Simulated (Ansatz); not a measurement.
**CH5Ge (SMILES [CH3][GeH2]): UB3LYP/6-31G(d) (spherical functions)**

Aim: the vertical doublet–quartet gap of CH5Ge at UB3LYP/6-31G* (spherical functions), from 2 runs. 

The results are computed with Ansatz 0.2.0.

36 further runs of the same task are left out: 36 set aside as unsound or not needed.

## Step 1: The system as given

The species is CH5Ge (7 atoms), meant as a doublet with charge 0. As SMILES, `[CH3][GeH2]`. Geometry: relaxed at PBE0-D4/def2-TZVP.

Bond lengths: C1–Ge2 1.960 Å, C1–H3 1.090 Å, C1–H4 1.090 Å, C1–H5 1.093 Å, Ge2–H6 1.546 Å, Ge2–H7 1.546 Å. Angles: C1–Ge2–H6 111.3°, C1–Ge2–H7 111.3°, Ge2–C1–H3 110.3°, Ge2–C1–H4 110.3°, Ge2–C1–H5 109.7°, H6–Ge2–H7 109.5°, H3–C1–H4 109.0°, H3–C1–H5 108.8°, H4–C1–H5 108.8°.

## Step 2: The energy at UB3LYP/6-31G(d) (spherical functions)

The input, run.yaml:

```yaml
crystal:
  periodic: [false, false, false]
  atoms:
    - {symbol: C, position_ang: [-0.247600, -0.809300, -0.206400]}
    - {symbol: Ge, position_ang: [0.396000, 0.824800, 0.663000]}
    - {symbol: H, position_ang: [-1.153200, -1.166400, 0.283800]}
    - {symbol: H, position_ang: [0.513100, -1.588100, -0.157000]}
    - {symbol: H, position_ang: [-0.473200, -0.603400, -1.255600]}
    - {symbol: H, position_ang: [-0.673100, 1.940800, 0.621200]}
    - {symbol: H, position_ang: [1.699200, 1.333700, 0.005300]}
basis:
  gaussian: {orbitals: 6-31G_st_-spherical.json}
magnetization: {spin_polarized: true, initial_magnetization: 1}
hamiltonian: {xc: {name: B3LYP}}
accuracy: high
output: {orbitals: {seedname: orbitals}}
```

The basis set 6-31G* is read from a file made from the Basis Set Exchange's data (not shown).

On the command line:

```bash
$ ansatz run run.yaml --threads 1 --pin off --max-ram 3480MiB --events-out events.jsonl --progress --plain --runs-dir runs
```

What it wrote:

```text
Warning: RAYON_NUM_THREADS=1 ignored (pool sized by the plan → 1); use --threads N
Functional definition: B3LYP
  name "B3LYP"
  parameter a0 = 0.2
  parameter ax = 0.72
  parameter ac = 0.81
  exchange = (1 - a0 - ax)*slater_x + ax*b88_x + a0*exact_x
  correlation = (1 - ac)*vwn_rpa_c + ac*lyp_c
1232 factors; integrals over basis functions are off by at most 4.8e-9 eV
mean field evaluation 1: about -57624.7955 eV, gradient 3.0e1 eV
mean field evaluation 2: about -57621.4604 eV, gradient 3.7e1 eV
mean field evaluation 4: about -57628.9865 eV, gradient 3.6e-1 eV
mean field evaluation 8: about -57629.0848 eV, gradient 7.0e-2 eV
mean field evaluation 16: about -57629.0848 eV, gradient 3.0e-5 eV
mean field -57629.08480987 eV, -2117.8298043660 hartree, gradient 6.2e-8 eV, S^2 0.750962; 0 other end points of the search recorded, 0 dependent functions left out
reference -57629.08484602 eV, -2117.8298056944 hartree; 22, 21 occupied and 34, 35 virtual orbitals, 1232 factors
Total energy: -57629.08484602 eV, -2117.8298056944 hartree
```

It took 6.6 s on 1 thread of Arm Neoverse V2, shared host; peak memory 0.23 GiB.

## Step 3: The quartet at the same level

Edit run.yaml of step 2 so:

```diff
@@ -1 +1,4 @@
+basis:
+  gaussian:
+    orbitals: 6-31G_st_-spherical.json
 crystal:
@@ -10,7 +13,8 @@
     - {symbol: H, position_ang: [1.699200, 1.333700, 0.005300]}
-basis:
-  gaussian: {orbitals: 6-31G_st_-spherical.json}
-magnetization: {spin_polarized: true, initial_magnetization: 1}
-hamiltonian: {xc: {name: B3LYP}}
+output: {orbitals: {seedname: orbitals}}
+hamiltonian:
+  xc: {name: B3LYP}
 accuracy: high
-output: {orbitals: {seedname: orbitals}}
+magnetization:
+  spin_polarized: true
+  initial_magnetization: 3
```

The basis set 6-31G* is read from a file made from the Basis Set Exchange's data (not shown).

On the command line:

```bash
$ ansatz run run.yaml --threads 1 --pin off --max-ram 3480MiB --events-out events.jsonl --progress --plain --runs-dir runs
```

What it wrote, shortened:

```text
Warning: RAYON_NUM_THREADS=1 ignored (pool sized by the plan → 1); use --threads N
[... 7 set-up lines as earlier in the session ...]
1232 factors; integrals over basis functions are off by at most 4.8e-9 eV
mean field evaluation 1: about -57614.0164 eV, gradient 3.5e1 eV
mean field evaluation 2: about -57592.6566 eV, gradient 6.1e1 eV
mean field evaluation 4: about -57619.4865 eV, gradient 1.4e1 eV
mean field evaluation 8: about -57621.1330 eV, gradient 5.9e-1 eV
mean field evaluation 16: about -57621.2611 eV, gradient 3.4e-3 eV
mean field evaluation 32: about -57621.2611 eV, gradient 3.7e-7 eV
mean field -57621.26107685 eV, -2117.5422874805 hartree, gradient 5.1e-8 eV, S^2 3.752911; 4 other end points of the search recorded, 0 dependent functions left out
reference -57621.26111495 eV, -2117.5422888809 hartree; 23, 20 occupied and 33, 36 virtual orbitals, 1232 factors
Total energy: -57621.26111495 eV, -2117.5422888809 hartree
```

Run time: 9.6 s. Hardware: 1 thread of Arm Neoverse V2, shared host; peak memory 0.23 GiB.

## Step 4: Results

At UB3LYP/6-31G* (spherical functions):

```
                                        quantity           value
                           doublet: total energy  -2117.82981 Eh
     doublet: HOMO energy (highest over α and β)        -5.47 eV
      doublet: LUMO energy (lowest over α and β)        -2.69 eV
                                   doublet: ⟨S²⟩           0.751
                           quartet: total energy  -2117.54229 Eh
     quartet: HOMO energy (highest over α and β)        -1.26 eV
                                   quartet: ⟨S²⟩           3.753
vertical energy of the quartet above the doublet        7.824 eV
```

In words: At this shape the quartet lies 7.82 eV (180 kcal/mol) above the doublet.
